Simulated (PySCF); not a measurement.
# HfOH2: relaxation and vibrations of the singlet

Aim: relax HfOH2 as a singlet from a trigonal planar start, check by its vibrations whether the end is a minimum, and collect its spectrum and constants.

Program: PySCF 2.14.0. Level of theory: PBE0, basis Hf def2-TZVP with ECP60, O def2-TZVP, H def2-TZVP, scalar-relativistic core potentials, no spin–orbit coupling, density fitting. These are calculated values, not measurements.

## Step 1: Starting geometry

4 atoms, charge 0, spin multiplicity 1.

Bond lengths: Hf1–O2 1.850 Å, Hf1–H3 1.840 Å, Hf1–H4 1.840 Å. Angles: O2–Hf1–H3 120.0°, O2–Hf1–H4 120.0°, H3–Hf1–H4 120.0°.

Coordinates in bohr (charge 0 multiplicity 1):
```
Hf    0.1324    0.2293    0.0000
O    -1.6156   -2.7983    0.0000
H     3.6095    0.2293    0.0000
H    -1.6062    3.2406    0.0000
```

## Step 2: Relaxing the singlet from the trigonal planar start

One driver script runs all steps and calls PySCF; scf.py shows how it sets up the SCF of each step. The optimiser is the driver's own. Before each start the driver seeks the lowest SCF state from one or more starting densities and follows internal instabilities, so scf.py alone need not reach the same state.

The program finds C2v symmetry in the start, which this walk keeps.

scf.py

```python
from pyscf import gto, scf, dft
mol = gto.M(atom='''
Hf     0.070054     0.121338     0.000000
O     -0.854924    -1.480774    -0.000000
H      1.910060     0.121342     0.000000
H     -0.849947     1.714831     0.000000''',
    basis={'Hf': 'def2-TZVP', 'O': 'def2-TZVP', 'H': 'def2-TZVP'},
    ecp={'Hf': 'def2-TZVP'},
    charge=0, spin=0)
mf = dft.RKS(mol, xc='PBE0')
mf.grids.atom_grid = (50, 194)
aux = {'Hf': 'def2-universal-JKFIT', 'O': 'def2-universal-JKFIT', 'H': 'def2-universal-JKFIT'}
mf = mf.density_fit(auxbasis=aux)
mf.kernel()
```

Further steps of the session: Frequencies; Following the imaginary mode; Hessian and properties.

**Question.** What will these runs give? Wanted: minimum; geometry; wavenumbers; dipole moment; highest occupied, lowest empty level; polar-tensor charge of Hf1; zero-point energy; atomisation energy.

The runs gave:

| quantity | value |
| --- | --- |
| minimum | singlet, Cs |
| geometry | Hf–H 1.863 Å (×2), Hf–O 1.737 Å; H–Hf–H 109.0°, H–Hf–O 104.7° (×2) |
| wavenumbers (cm⁻¹) | 439 (a'), 526 (a''), 637 (a'), 965 (a'), 1666 (a''), 1697 (a') |
| dipole moment | 5.90 D |
| highest occupied, lowest empty level | -7.86, -2.71 eV |
| polar-tensor charge of Hf1 | +1.62 e |
| zero-point energy | 35.5 kJ/mol |
| entropy at 298.15 K | 271.4 J/(mol K) |
| atomisation energy (no zero-point energy) | 1305 kJ/mol |

In words: The trigonal planar start (C2v) ends in a minimum of Cs symmetry, after a stop at a saddle point 26.0 kJ/mol higher, from which it was pushed off along an imaginary mode. In the infrared the band at 1666 cm⁻¹ (a'', stretch) leads. With 5.9 D the molecule is strongly polar. Other starts or spin states, not run here, may lie lower. Spin–orbit coupling, left out here, can matter for elements this heavy.
